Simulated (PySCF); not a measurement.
# C3H6BF: the cost of one run

Computed with PySCF 2.14.0 and routines of our own; the level stands in each step. Atoms count from 0.

## (1) The starting structure

11 atoms, charge 0, multiplicity 1; geometry from: GFN2-xTB.

## (2) Optimising the geometry at PBE0-D3(BJ)/def2-SVP

Job settings and geometry (Å):

```
{"job": {"xc": "PBE0", "basis": "def2-SVP", "d3": "d3bj", "grid": 1, "kind": "geom"}, "charge": 0, "multiplicity": 1}
C     -2.122074     0.147498    -0.103231
C     -0.914413    -0.276434     0.264394
B      0.411105     0.331762    -0.285732
C      1.843447    -0.173190     0.148496
F      0.322171     1.323657    -1.165314
H     -2.234296     0.949780    -0.815035
H     -3.036517    -0.278419     0.280796
H     -0.857009    -1.085277     0.983731
H      1.968291    -1.230681    -0.078415
H      2.645790     0.372430    -0.340465
H      1.978929    -0.078455     1.224532
```

Command:

```sh
$ OMP_NUM_THREADS=1 python excited_run.py task.json out
```

One launch serves the whole session: the jobs run in the order shown.

**Question.** How long does this first job take on 1 thread of Arm Neoverse V2, shared host, and how much memory does it need?

About 9.3 s, with a peak of 0.46 GiB.
